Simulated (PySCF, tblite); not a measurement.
# C2H10N2Si+ (doublet): geometry, infrared bands and EPR parameters

Aim: predict the infrared bands and EPR parameters of C2H10N2Si+ (doublet) (`CN[SiH2][NH+]C`).

The runs use tblite 0.8.0 and PySCF 2.14.0, with density-fitted response routines of our own; the level of theory stands in each step. All values are computed, except where a source is named. Atoms count from 0, in the outputs and in this text.

**1. The molecule as given**

15 atoms, charge 1, multiplicity 2; geometry from: force field or distance geometry start.

Bonds of the start (Å): C0–N1 1.44, N1–Si2 1.71, Si2–N3 1.69, N3–C4 1.46, C0–H5 1.10, C0–H6 1.09, C0–H7 1.10, N1–H8 1.01, Si2–H9 1.47, Si2–H10 1.47, N3–H11 1.01, C4–H12 1.09, C4–H13 1.10, C4–H14 1.09.

**2. Relaxing the molecule with GFN2-xTB**

Job settings and geometry (Å):

```
{"job": {"kind": "relax", "xc": "GFN2-xTB", "basis": "xTB"}, "charge": 1, "multiplicity": 2}
C     -2.666500     0.161500    -0.184700
N     -1.256200     0.384200    -0.382500
Si    -0.024500    -0.485400     0.421400
N      1.297500     0.330500    -0.245100
C      2.683700    -0.006100     0.052800
H     -3.243300     0.824800    -0.853300
H     -2.960900    -0.861700    -0.430900
H     -2.978000     0.387700     0.848500
H     -1.038700     1.360200    -0.217500
H     -0.040200    -1.890600    -0.011600
H     -0.114800    -0.249500     1.868700
H      1.154300     0.319700    -1.242300
H      3.336700     0.702700    -0.463500
H      2.943900    -1.014100    -0.299700
H      2.902700     0.080100     1.117800
```

Started as:

```
$ OMP_NUM_THREADS=1 python probes_run.py task.json out
```

One launch serves the whole session: the jobs run in the order shown.

The log of the run:

```text
step      E/eV     max force
  0    -449.15249    2.410
  1    -449.29536    0.680
  2    -449.34262    0.719
  3    -449.43345    0.600
  4    -449.46753    0.524
  5    -449.49769    0.400
  6    -449.51844    0.352
  7    -449.54554    0.402
  8    -449.57130    0.418
  9    -449.58806    0.339
 10    -449.59641    0.205
 11    -449.60122    0.189
 12    -449.60603    0.201
 13    -449.61003    0.163
 14    -449.61230    0.127
 15    -449.61357    0.093
 16    -449.61491    0.114
 17    -449.61669    0.132
 18    -449.61903    0.116
 19    -449.62175    0.107
 20    -449.62352    0.098
 21    -449.62441    0.086
 22    -449.62532    0.063
 23    -449.62622    0.075
 24    -449.62702    0.068
 25    -449.62759    0.060
 26    -449.62803    0.054
 27    -449.62851    0.060
 28    -449.62915    0.077
 29    -449.62999    0.078
 30    -449.63110    0.078
 31    -449.63259    0.110
 32    -449.63457    0.128
 33    -449.63684    0.138
 34    -449.63879    0.096
 35    -449.64006    0.084
 36    -449.64158    0.081
 37    -449.64314    0.077
 38    -449.64421    0.090
 39    -449.64481    0.083
 40    -449.64562    0.091
 41    -449.64676    0.111
 42    -449.64867    0.125
 43    -449.65170    0.159
 44    -449.65408    0.152
 45    -449.65774    0.141
 46    -449.66267    0.170
 47    -449.66577    0.341
 48    -449.66961    0.272
 49    -449.67441    0.135
 50    -449.67611    0.121
 51    -449.67776    0.122
 52    -449.67910    0.126
 53    -449.68046    0.094
 54    -449.68136    0.075
 55    -449.68212    0.057
 56    -449.68280    0.070
 57    -449.68429    0.080
 58    -449.68566    0.082
 59    -449.68715    0.070
 60    -449.68810    0.055
 61    -449.68876    0.055
 62    -449.68922    0.110
 63    -449.68985    0.113
 64    -449.69104    0.072
 65    -449.69242    0.060
 66    -449.69437    0.051
 67    -449.69552    0.103
 68    -449.69634    0.048
 69    -449.69698    0.125
 70    -449.69741    0.078
 71    -449.69797    0.055
 72    -449.69886    0.076
 73    -449.69978    0.112
 74    -449.70043    0.086
 75    -449.70110    0.040
 76    -449.70135    0.027
 77    -449.70147    0.021
 78    -449.70153    0.019
 79    -449.70162    0.018
 80    -449.70176    0.026
 81    -449.70189    0.028
 82    -449.70199    0.020
 83    -449.70205    0.015
 84    -449.70209    0.013
 85    -449.70212    0.014
 86    -449.70216    0.013
 87    -449.70220    0.016
 88    -449.70225    0.021
 89    -449.70232    0.024
 90    -449.70243    0.025
 91    -449.70254    0.022
 92    -449.70263    0.022
 93    -449.70273    0.025
 94    -449.70287    0.036
 95    -449.70311    0.051
 96    -449.70352    0.057
 97    -449.70414    0.067
 98    -449.70496    0.081
 99    -449.70605    0.079
100    -449.70727    0.076
101    -449.70697    0.177
102    -449.70810    0.127
103    -449.70862    0.081
104    -449.70936    0.063
105    -449.71005    0.037
106    -449.71034    0.048
107    -449.71054    0.033
108    -449.71068    0.019
109    -449.71073    0.015
110    -449.71081    0.021
111    -449.71088    0.026
112    -449.71096    0.019
113    -449.71104    0.013
114    -449.71108    0.010
115    -449.71110    0.009
```

Run time: 0.72 s. Hardware: 1 thread of AMD EPYC 7B13, shared host.

The steps of the relaxation: (not every step is listed)

| step | energy from step 0 (eV) | largest force (eV/Å) |
| --- | --- | --- |
| 0 | 0.0000 | 2.4096 |
| 1 | -0.1429 | 0.6804 |
| 2 | -0.1901 | 0.7189 |
| 3 | -0.2810 | 0.5997 |
| 4 | -0.3150 | 0.5238 |
| 5 | -0.3452 | 0.4000 |
| 6 | -0.3659 | 0.3523 |
| 7 | -0.3931 | 0.4025 |
| 8 | -0.4188 | 0.4177 |
| 18 | -0.4665 | 0.1160 |
| 28 | -0.4767 | 0.0774 |
| 38 | -0.4917 | 0.0898 |
| 48 | -0.5171 | 0.2716 |
| 58 | -0.5332 | 0.0823 |
| 68 | -0.5439 | 0.0479 |
| 78 | -0.5490 | 0.0194 |
| 88 | -0.5498 | 0.0207 |
| 98 | -0.5525 | 0.0813 |
| 108 | -0.5582 | 0.0194 |
| 110 | -0.5583 | 0.0210 |
| 111 | -0.5584 | 0.0257 |
| 112 | -0.5585 | 0.0186 |
| 113 | -0.5586 | 0.0130 |
| 114 | -0.5586 | 0.0105 |
| 115 | -0.5586 | 0.0086 |

Distances of close pairs at the start and the end, largest changes first:

| bond | before (Å) | after (Å) | change (Å) |
| --- | --- | --- | --- |
| Si2–N3 | 1.690 | 1.741 | +0.050 |
| N3–C4 | 1.457 | 1.424 | -0.033 |
| N1–Si2 | 1.709 | 1.741 | +0.032 |
| C0–N1 | 1.441 | 1.424 | -0.018 |
| Si2–H9 | 1.470 | 1.458 | -0.013 |
| Si2–H10 | 1.469 | 1.458 | -0.012 |
| C0–H5 | 1.104 | 1.097 | -0.008 |
| C0–H7 | 1.103 | 1.095 | -0.008 |

The end geometry stands in the next job.

**3. Harmonic vibrations with GFN2-xTB**

Job settings and geometry (Å):

```
{"job": {"kind": "ir", "xc": "GFN2-xTB", "basis": "xTB"}, "charge": 1, "multiplicity": 2}
C     -2.654317     0.240445    -0.217029
N     -1.309836     0.517823     0.160969
Si    -0.043406    -0.615942     0.535683
N      1.331465    -0.188960    -0.442818
C      2.673448     0.039155    -0.024787
H     -2.838548     0.491125    -1.268573
H     -2.882865    -0.809859    -0.058648
H     -3.342849     0.859717     0.367229
H     -1.087594     1.503748     0.089791
H     -0.480824    -1.937430     0.103455
H      0.314974    -0.406152     1.932850
H      1.193390     0.040341    -1.420018
H      2.948719     1.096755    -0.114112
H      3.364965    -0.510699    -0.671952
H      2.808865    -0.276147     1.006048
```

The log of the run:

```text
mode    cm-1     km/mol
  1      45.7      1.48
  2      57.8      0.86
  3     132.2      0.24
  4     142.7     14.92
  5     176.7      8.97
  6     279.8      0.91
  7     297.6      0.49
  8     444.3     12.39
  9     514.8    210.95
 10     537.2     23.90
 11     555.2      0.08
 12     661.3      8.49
 13     673.1     59.54
 14     708.1     42.44
 15     749.1     12.79
 16    1023.9      0.56
 17    1033.0      3.88
 18    1051.2     57.44
 19    1052.2      2.72
 20    1124.4    361.16
 21    1172.8     12.47
 22    1292.5     77.94
 23    1309.9      5.53
 24    1383.6    183.89
 25    1385.1     17.39
 26    1403.2     24.08
 27    1404.0     10.73
 28    1444.6     76.04
 29    1445.5     48.24
 30    2287.9      2.07
 31    2290.1    119.45
 32    2906.3      1.21
 33    2907.1      1.15
 34    2947.0     61.76
 35    2949.0     15.28
 36    3055.2      9.19
 37    3055.8      7.41
 38    3383.4     46.81
 39    3388.1     17.18
```

Run time: 0.44 s. Hardware: 1 thread of AMD EPYC 7B13, shared host.

Which atoms move in the most intense modes:

| cm⁻¹ | km/mol | atoms |
| --- | --- | --- |
| 515 | 210.9 | H8 23 %, H11 21 %, N1 11 %, N3 11 % |
| 673 | 59.5 | H10 48 %, H9 48 % |
| 1124 | 361.2 | N1 24 %, N3 24 %, C0 20 %, C4 20 % |
| 1292 | 77.9 | H11 30 %, H8 29 % |
| 1384 | 183.9 | H12 22 %, H13 21 %, H5 17 %, H7 16 % |
| 1445 | 76.0 | H14 18 %, H6 15 %, H12 15 %, H13 14 % |
| 2290 | 119.5 | H9 50 %, H10 45 % |
| 2947 | 61.8 | H13 65 %, H12 19 % |

**4. EPR parameters: B3LYP/pcH-1**

The job, as its differences from that of step 3:

```diff
@@ -1,2 +1,2 @@
-{"job": {"kind": "ir", "xc": "GFN2-xTB", "basis": "xTB"}, "charge": 1, "multiplicity": 2}
+{"job": {"kind": "epr", "basis": "pcH-1"}, "charge": 1, "multiplicity": 2}
 C     -2.654317     0.240445    -0.217029
```

Level: UKS B3LYP, pcH-1 on C H N Si, non-relativistic, mean-field spin-orbit, GIAO.

The log of the run:

```text
UKS, coarse grid
  cycle   1  E = -480.97340667  |g| = 2.45e-01
  cycle   2  E = -480.97760101  |g| = 2.25e-01
  cycle   3  E = -480.99755285  |g| = 4.57e-02
  cycle   4  E = -480.99844076  |g| = 1.95e-02
  cycle   5  E = -480.99854904  |g| = 1.16e-02
  cycle   6  E = -480.99854820  |g| = 1.18e-02
  cycle   7  E = -480.99862076  |g| = 1.74e-03
  cycle   8  E = -480.99862290  |g| = 3.86e-04
UKS, final grid
  cycle   1  E = -480.99862528  |g| = 3.39e-04
  cycle   2  E = -480.99862502  |g| = 7.88e-04
  cycle   3  E = -480.99862527  |g| = 3.41e-04
  cycle   4  E = -480.99862533  |g| = 3.77e-05
  cycle   5  E = -480.99862533  |g| = 1.87e-05
E = -480.99862533 Eh   <S^2> = 0.7569 (exact 0.7500)
g shifts (ppm)      1          2          3
  rmc          -206       -206       -206
  gc              1         52         44
  oz_so         600       1983       2013
  total         395       1829       1851
hyperfine (MHz)  atom isotope    a_iso     a_fc   dipolar eigenvalues
    0   13C     -18.50     -18.53     -4.65     -1.77      6.42
    1   14N      16.29      16.29    -21.39    -21.15     42.54
    2  29Si      56.94      57.04     -3.15      0.88      2.27
    3   14N      16.25      16.24    -21.40    -21.15     42.55
    4   13C     -18.49     -18.52     -4.65     -1.77      6.41
    5    1H     103.54     103.53     -4.53     -3.24      7.77
    6    1H       1.70       1.69     -3.69     -1.16      4.85
    7    1H      96.40      96.40     -4.98     -1.84      6.82
    8    1H     -29.98     -30.01    -22.78     -6.69     29.48
    9    1H      92.19      92.19     -3.15     -0.66      3.82
   10    1H      92.62      92.62     -3.15     -0.66      3.81
   11    1H     -29.98     -30.02    -22.78     -6.70     29.48
   12    1H     102.63     102.63     -4.52     -3.23      7.75
   13    1H      97.35      97.35     -4.98     -1.84      6.82
   14    1H       1.42       1.41     -3.66     -1.18      4.84
```

Wall time 39 s (1 thread of AMD EPYC 7B13, shared host); peak memory 0.88 GiB.

Principal g values 2.00271, 2.00415, 2.00417; g(iso) = 2.00368, against 2.00232 for a free electron.

Mean a(iso) over the nuclei that a row names, and the largest dipolar term of the row (other rows stand at the frozen geometry):

| nuclei | isotope | a(iso) (MHz) | a(iso) (G, at g = 2.0023) | largest dipolar term (MHz) |
| --- | --- | --- | --- | --- |
| H9, H10 | 1H | 92.4 | 33.0 | 3.8 |
| H5, H6, H7, H12, H13, H14 | 1H | 67.2 | 24.0 | 7.8 |
| Si2 | 29Si | 56.9 | 20.3 | -3.1 |
| H8, H11 | 1H | -30.0 | -10.7 | 29.5 |
| C0, C4 | 13C | -18.5 | -6.6 | 6.4 |
| N1, N3 | 14N | 16.3 | 5.8 | 42.5 |

Mulliken spin populations:

C0 -0.01; N1 0.43; Si2 -0.06; N3 0.43; C4 -0.01; H5 0.04; H6 0.00; H7 0.04; H8 -0.01; H9 0.05; H10 0.05; H11 -0.01; H12 0.04; H13 0.04; H14 0.00

In first order the couplings over 0.8 MHz of 1H, 14N give 315 distinct lines over 254.4 G, if the averaged nuclei exchange fast; the same motion can average rows kept apart here too.

Orbitals, density, ELF and potential are computed afterwards from the orbital file.

ELF in a plane through or near 4 of the atoms.

Values, 10 rows by 14 columns:
```
0.00 0.00 0.00 0.00 0.00 0.00 0.00 0.00 0.00 0.00 0.00 0.00 0.00 0.00
0.00 0.00 0.00 0.00 0.00 0.00 0.00 0.00 0.00 0.00 0.00 0.00 0.00 0.00
0.00 0.00 0.00 0.01 0.00 0.01 0.03 0.00 0.00 0.02 0.45 0.05 0.00 0.00
0.00 0.00 0.04 0.13 0.03 0.65 0.80 0.01 0.08 0.32 1.00 0.85 0.00 0.00
0.00 0.01 0.90 0.98 0.39 0.75 0.75 0.10 0.49 0.44 0.98 0.44 0.00 0.00
0.00 0.01 0.87 0.97 0.42 0.78 0.85 0.17 0.26 0.44 0.93 0.27 0.00 0.00
0.00 0.00 0.05 0.14 0.06 0.26 0.29 0.65 0.45 0.42 1.00 0.81 0.00 0.00
0.00 0.00 0.00 0.01 0.00 0.01 0.37 0.99 0.90 0.01 0.53 0.09 0.00 0.00
0.00 0.00 0.00 0.00 0.00 0.00 0.05 0.44 0.28 0.00 0.00 0.00 0.00 0.00
0.00 0.00 0.00 0.00 0.00 0.00 0.00 0.00 0.00 0.00 0.00 0.00 0.00 0.00
```
The map spans 11.9 Å across and 8.3 Å up, centred on the molecule. Atoms in the plane (x, y in Å): N3 (-1.3, 0.2), H5 (2.9, 1.1), H6 (2.8, -0.7), H13 (-3.4, 0.2).

On the surface of density 0.002 e/bohr³ the electrostatic potential runs, from the 1st to the 99th percentile, from 4.10 to 6.19 V.

The spin density lies nearest to N1, N3 about 32 % each.

**5. Outcome**

| quantity | value |
| --- | --- |
| strongest single infrared mode (GFN2-xTB) | 1124 cm⁻¹, 361 km/mol |
| zero-point energy (GFN2-xTB) | 75.3 kcal/mol |
| g(iso) (B3LYP) | 2.00368 |
| ⟨S²⟩ | 0.757 (exact 0.75) |
| largest a(iso) (averaged by class) | 1H on H9, H10, 92.4 MHz |

In words: The optimisation took 115 steps and gained 0.559 eV; among the close pairs (by a distance rule), Si2–N3 changed most, from 1.690 to 1.741 Å. No mode is imaginary among the 39: a minimum at this level. The strongest single mode, at 1124 cm⁻¹, has its largest shares on N1, N3, C0 and C4 (the list is cut at 4 atoms). GFN2-xTB is a fitted tight-binding method: band positions and strengths are rough. Its intensities can rank the bands wrongly. The largest spin populations lie on N3 (0.43 e), N1 (0.43 e). The isotropic g lies 1.4 ppt above the free-electron value. These values are for one conformer; the search (at its own cheap level) found 1 more, at 0.06 kcal/mol, and measured spectra average over such forms.
